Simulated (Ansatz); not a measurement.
Write a Python script for Ansatz 0.2.0 through its Python package that makes a geometry optimisation of CH6BNS, SMILES BSCN. Settings: PBE0, def2-SVP basis, multiplicity 1.

```xyz
10

B    -0.9848    1.5876    0.1848
S    -1.1844   -0.0527    1.0169
C     0.4280   -0.6429    0.4713
N     0.5363   -0.8950   -0.9533
H    -1.3951    1.7594   -0.9602
H    -0.5631    2.5619    0.7538
H     0.7219   -1.5780    1.0420
H     1.2787    0.1253    0.7281
H    -0.1785   -1.6917   -1.0904
H     1.4241   -1.2250   -1.1899
```

`opt_ch6bns.py`
```python
import itertools

import ansatz as az
from ase.data import atomic_numbers, covalent_radii
import numpy as np
import pandas as pd

SETTINGS = {
    'basis': 'def2-SVP',
    'xc': 'pbe0',
}

GEOMETRY = '''
B    -0.98480    1.58760    0.18480
S    -1.18440   -0.05270    1.01690
C     0.42800   -0.64290    0.47130
N     0.53630   -0.89500   -0.95330
H    -1.39510    1.75940   -0.96020
H    -0.56310    2.56190    0.75380
H     0.72190   -1.57800    1.04200
H     1.27870    0.12530    0.72810
H    -0.17850   -1.69170   -1.09040
H     1.42410   -1.22500   -1.18990
'''

mol = az.Crystal.molecule()
for line in GEOMETRY.strip().splitlines():
    symbol, *xyz = line.split()
    mol = mol.atom(symbol, [float(v) for v in xyz])

setup = mol.calculation().basis(gaussian=SETTINGS['basis']).functional(SETTINGS['xc'])
symbols = [site.symbol for site in mol.cartesian_sites]
start = np.array([site.position_ang for site in mol.cartesian_sites], dtype=float)
def progress(event):
    if event['event'] == 'relax_step':
        row = event['data']
        print(f'step {row["step"]:3d}  E = {row["lagrangian_ev"]:.6f} eV  largest force component {row["allowed_force_max_ev_ang"]:.4f} eV/A')


r = setup.relax(force_tolerance=0.02).session().plan().execute(on_event=progress).report
end = np.array(r['positions_ang'])

print(f'E = {r["free_energy_ev"]:.6f} eV = {r["free_energy_ev"] / 27.211386246:.7f} Ha')
print('converged:', r['converged'], ' doubts:', r['published_state_doubts'] or 'none')

radius = [covalent_radii[atomic_numbers[s]] for s in symbols]
span = lambda where, i, j: np.linalg.norm(where[i] - where[j])
bonded = [(i, j) for i, j in itertools.combinations(range(len(symbols)), 2) if min(span(start, i, j), span(end, i, j)) < 1.2 * (radius[i] + radius[j])]
print('pair        before    after (A)')
for i, j in bonded:
    print(f'{symbols[i]}{i}-{symbols[j]}{j}'.ljust(10), f'{span(start, i, j):8.4f} {span(end, i, j):8.4f}')

charges = r['charge_distribution']
table = pd.DataFrame({'atom': symbols, 'mulliken': charges['mulliken_charges_e'], 'lowdin': charges['lowdin_charges_e']})
print(table.round(3).to_string())
print('dipole (e A):', np.round(charges['dipole_moment_e_ang'], 4) + 0.0)
with open('ch6bns_opt.xyz', 'w') as handle:
    handle.write(f'{len(symbols)}\nrelaxed CH6BNS\n')
    handle.writelines(f'{s:2s} {x:11.6f} {y:11.6f} {z:11.6f}\n' for s, (x, y, z) in zip(symbols, end))
```

```console
$ python opt_ch6bns.py
step   1  E = -14121.509884 eV  largest force component 4.4092 eV/A
step   2  E = -14121.835907 eV  largest force component 1.0620 eV/A
step   3  E = -14121.955318 eV  largest force component 0.6426 eV/A
step   4  E = -14122.101800 eV  largest force component 0.7950 eV/A
step   5  E = -14122.289413 eV  largest force component 0.5955 eV/A
step   6  E = -14122.445203 eV  largest force component 0.5600 eV/A
step   7  E = -14122.607659 eV  largest force component 0.5493 eV/A
step   8  E = -14122.707076 eV  largest force component 0.3697 eV/A
step   9  E = -14122.788838 eV  largest force component 0.2972 eV/A
step  10  E = -14122.813012 eV  largest force component 0.6500 eV/A
step  11  E = -14122.788594 eV  largest force component 1.3630 eV/A
step  12  E = -14122.825028 eV  largest force component 0.3361 eV/A
step  13  E = -14122.831549 eV  largest force component 0.1273 eV/A
step  14  E = -14122.833568 eV  largest force component 0.1201 eV/A
step  15  E = -14122.835802 eV  largest force component 0.0207 eV/A
step  16  E = -14122.835898 eV  largest force component 0.0203 eV/A
step  17  E = -14122.836022 eV  largest force component 0.0260 eV/A
step  18  E = -14122.836090 eV  largest force component 0.0259 eV/A
step  19  E = -14122.836111 eV  largest force component 0.0125 eV/A
step  20  E = -14122.835515 eV  largest force component 0.0872 eV/A
step  21  E = -14122.836122 eV  largest force component 0.0026 eV/A
E = -14122.836148 eV = -519.0046556 Ha
converged: True  doubts: none
pair        before    after (A)
B0-S1        1.8501   1.7628
B0-H4        1.2284   1.2061
B0-H5        1.2045   1.2044
S1-C2        1.8016   1.8426
C2-N3        1.4508   1.4313
C2-H6        1.1342   1.1080
C2-H7        1.1746   1.0996
N3-H8        1.0791   1.0172
N3-H9        0.9763   1.0169
  atom  mulliken  lowdin
0    B    -0.027  -0.345
1    S    -0.058   0.465
2    C    -0.048  -0.116
3    N    -0.247   0.083
4    H    -0.008  -0.031
5    H    -0.000  -0.028
6    H     0.065  -0.028
7    H     0.083  -0.003
8    H     0.119  -0.001
9    H     0.121   0.003
dipole (e A): [ 0.4352 -0.4272 -0.0171]
```

File `ch6bns_opt.xyz` afterwards:
```text
10
relaxed CH6BNS
B    -1.133321    1.604823    0.038603
S    -1.238586    0.019395    0.802119
C     0.428377   -0.719297    0.536411
N     0.749588   -0.855043   -0.851778
H    -2.136328    2.273458    0.077363
H    -0.109917    1.984480   -0.470315
H     0.390421   -1.657381    1.124740
H     1.162578   -0.058723    1.019873
H     0.228129   -1.611105   -1.289026
H     1.742158   -1.031706   -0.984891
```

Caveats:
- Total energies depend on the basis set; only differences at equal settings carry meaning.
- The end point is the stationary point reached from this start; no frequency run checks that it is a minimum, and the basis set is modest.
- The Löwdin charges here are taken after orthogonalising the functions within each atom; they differ from plain Löwdin charges, and their signs can be unphysical.
- Wall time of the script: 85 s on 1 thread of Arm Neoverse V2 (shared host), peak memory 0.29 GiB.
